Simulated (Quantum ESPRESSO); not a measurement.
Ga3Se, 4 atoms in the cell. It takes space group Pm-3m (No. 221, cubic). The conventional cell has a = 4.432 Å, b = 4.432 Å, c = 4.432 Å, α = 90.00°, β = 90.00°, γ = 90.00°. Around Se (site symmetry m-3m) lie 12 Ga at 3.13 Å. Around Ga (site symmetry 4/mmm) lie 4 Se at 3.13 Å and 8 Ga at 3.13 Å. The cell comes from a database or a generator and needn't be the stable form of this composition.

```yaml
Program: Quantum ESPRESSO 7.5
Task: single point
Functional: PBE
Potentials_or_basis: SSSP 1.3 efficiency PBE
Cutoff: 952 eV
Density_cutoff: 7619 eV
k_mesh: 6 × 6 × 6
Occupations: fermi-dirac, width 0.05 eV
Spin: no spin polarisation
Mixing_beta: 0.5
Most_SCF_iterations: 120
SCF_threshold: 8e-10 Ry
```

Potentials or basis: SSSP 1.3 efficiency PBE.

Command:

```console
$ OMP_NUM_THREADS=1 pw.x -in pw.in > pw.out
$ OMP_NUM_THREADS=1 pp.x -in pp_density.in > pp_density.out
$ OMP_NUM_THREADS=1 pp.x -in pp_potential.in > pp_potential.out
```

Hardware: 1 thread of Intel(R) Xeon(R) 6975P-C (Granite Rapids), on a shared host.

Question: Estimate the wall time of this run.

Answer: It took 110 s on 1 thread of Intel(R) Xeon(R) 6975P-C (Granite Rapids), on a shared host, peak memory 0.56 GiB. Counts: scf iterations 14, k pools 1, bands 31, k points 20, g dense 131683.
